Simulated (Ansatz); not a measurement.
# SnO2 with a defect (Zr on a Sn site): a single-point run

The task is a single point on SnO2 with a defect (Zr on a Sn site) that gives the gradients at the nuclei.

Method: DFT, PBE, plane-wave PAW, default files, scalar-relativistic, in Ansatz 0.2.0.

### Step 1. The system as given

It takes space group Pmmm (No. 47, orthorhombic). Conventional cell: a = 6.701 Å, b = 6.701 Å, c = 9.560 Å, α = 90.00°, β = 90.00°, γ = 90.00°. Zr (site symmetry mmm) is surrounded by 6 O at 2.05 to 2.06 Å. Around Sn (site symmetry mm2) lie 6 O at 2.05 to 2.06 Å. Around Sn (site symmetry mmm) lie 6 O at 2.05 to 2.06 Å. Only part of the 16 independent sites is listed.

Structure file:

```cif
data_structure
_symmetry_space_group_name_H-M 'P 1'
_symmetry_Int_Tables_number 1
_cell_length_a 6.7005
_cell_length_b 6.7005
_cell_length_c 9.5595
_cell_angle_alpha 90.000
_cell_angle_beta 90.000
_cell_angle_gamma 90.000
_cell_volume 429.20
loop_
_atom_site_label
_atom_site_type_symbol
_atom_site_fract_x
_atom_site_fract_y
_atom_site_fract_z
_atom_site_occupancy
Zr1 Zr 0.00000 0.00000 0.00000 1
Sn1 Sn 0.00000 0.00000 0.33333 1
Sn2 Sn 0.00000 0.00000 0.66667 1
Sn3 Sn 0.50000 0.50000 0.00000 1
Sn4 Sn 0.50000 0.50000 0.33333 1
Sn5 Sn 0.50000 0.50000 0.66667 1
Sn6 Sn 0.50000 0.00000 0.16667 1
Sn7 Sn 0.50000 0.00000 0.50000 1
Sn8 Sn 0.50000 0.00000 0.83333 1
Sn9 Sn 0.00000 0.50000 0.16667 1
Sn10 Sn 0.00000 0.50000 0.50000 1
Sn11 Sn 0.00000 0.50000 0.83333 1
O1 O 0.30710 0.00000 0.00000 1
O2 O 0.30710 0.00000 0.33333 1
O3 O 0.30710 0.00000 0.66667 1
O4 O 0.80710 0.50000 0.00000 1
O5 O 0.80710 0.50000 0.33333 1
O6 O 0.80710 0.50000 0.66667 1
O7 O 0.50000 0.30710 0.16667 1
O8 O 0.50000 0.30710 0.50000 1
O9 O 0.50000 0.30710 0.83333 1
O10 O 0.00000 0.80710 0.16667 1
O11 O 0.00000 0.80710 0.50000 1
O12 O 0.00000 0.80710 0.83333 1
O13 O 0.69290 0.00000 0.00000 1
O14 O 0.69290 0.00000 0.33333 1
O15 O 0.69290 0.00000 0.66667 1
O16 O 0.19290 0.50000 0.00000 1
O17 O 0.19290 0.50000 0.33333 1
O18 O 0.19290 0.50000 0.66667 1
O19 O 0.50000 0.69290 0.16667 1
O20 O 0.50000 0.69290 0.50000 1
O21 O 0.50000 0.69290 0.83333 1
O22 O 0.00000 0.19290 0.16667 1
O23 O 0.00000 0.19290 0.50000 1
O24 O 0.00000 0.19290 0.83333 1
```

### Step 2. The run

Input file input.yaml:

```yaml
crystal:
  lattice:
    - [4.738, 4.738, 0.0]
    - [-4.738, 4.738, 0.0]
    - [0.0, 0.0, 9.5595]
  atoms:
    - { symbol: Zr, position: [0.0, 0.0, 0.0] }
    - { symbol: Sn, position: [0.0, 0.0, 0.3333333333] }
    - { symbol: Sn, position: [0.0, 0.0, 0.6666666667] }
    - { symbol: Sn, position: [0.5, 0.5, 0.0] }
    - { symbol: Sn, position: [0.5, 0.5, 0.3333333333] }
    - { symbol: Sn, position: [0.5, 0.5, 0.6666666667] }
    - { symbol: Sn, position: [0.5, 0.0, 0.1666666667] }
    - { symbol: Sn, position: [0.5, 0.0, 0.5] }
    - { symbol: Sn, position: [0.5, 0.0, 0.8333333333] }
    - { symbol: Sn, position: [0.0, 0.5, 0.1666666667] }
    - { symbol: Sn, position: [0.0, 0.5, 0.5] }
    - { symbol: Sn, position: [0.0, 0.5, 0.8333333333] }
    - { symbol: O, position: [0.3071, 0.0, 0.0] }
    - { symbol: O, position: [0.3071, 0.0, 0.3333333333] }
    - { symbol: O, position: [0.3071, 0.0, 0.6666666667] }
    - { symbol: O, position: [0.8071, 0.5, 0.0] }
    - { symbol: O, position: [0.8071, 0.5, 0.3333333333] }
    - { symbol: O, position: [0.8071, 0.5, 0.6666666667] }
    - { symbol: O, position: [0.5, 0.3071, 0.1666666667] }
    - { symbol: O, position: [0.5, 0.3071, 0.5] }
    - { symbol: O, position: [0.5, 0.3071, 0.8333333333] }
    - { symbol: O, position: [0.0, 0.8071, 0.1666666667] }
    - { symbol: O, position: [0.0, 0.8071, 0.5] }
    - { symbol: O, position: [0.0, 0.8071, 0.8333333333] }
    - { symbol: O, position: [0.6929, 0.0, 0.0] }
    - { symbol: O, position: [0.6929, 0.0, 0.3333333333] }
    - { symbol: O, position: [0.6929, 0.0, 0.6666666667] }
    - { symbol: O, position: [0.1929, 0.5, 0.0] }
    - { symbol: O, position: [0.1929, 0.5, 0.3333333333] }
    - { symbol: O, position: [0.1929, 0.5, 0.6666666667] }
    - { symbol: O, position: [0.5, 0.6929, 0.1666666667] }
    - { symbol: O, position: [0.5, 0.6929, 0.5] }
    - { symbol: O, position: [0.5, 0.6929, 0.8333333333] }
    - { symbol: O, position: [0.0, 0.1929, 0.1666666667] }
    - { symbol: O, position: [0.0, 0.1929, 0.5] }
    - { symbol: O, position: [0.0, 0.1929, 0.8333333333] }
kpoints:
  mp_grid: { grid: [1, 1, 1] }
scf:
  occupations: { method: fermi_dirac, width: 0.01 }
  max_iter: 80
hamiltonian:
  xc: pbe
  pseudopotentials: { kind: paw }
output:
  forces: true
  stress: true
  populations: true
  efg:
    quadrupole_moments_barn: { Zr: -0.176, Sn: -0.132, O: -0.02558 }
    contact_densities: true
```

Run with:

```console
> ansatz run input.yaml --threads 1 --pin off --max-ram 3072MiB --backend cpu --events-out ev --progress --plain --runs-dir out
```

Q: Will this input give a usable result? If not, why, and what should change?

The program finished normally, with warnings (gradients without spin orbit). That alone doesn't make the input a sound one.

The suspect setting: kpoints.mp_grid.grid is [1, 1, 1]. One k-point can't sample the Brillouin zone of so small a cell.

To check: set kpoints.mp_grid.grid to [3, 3, 2].
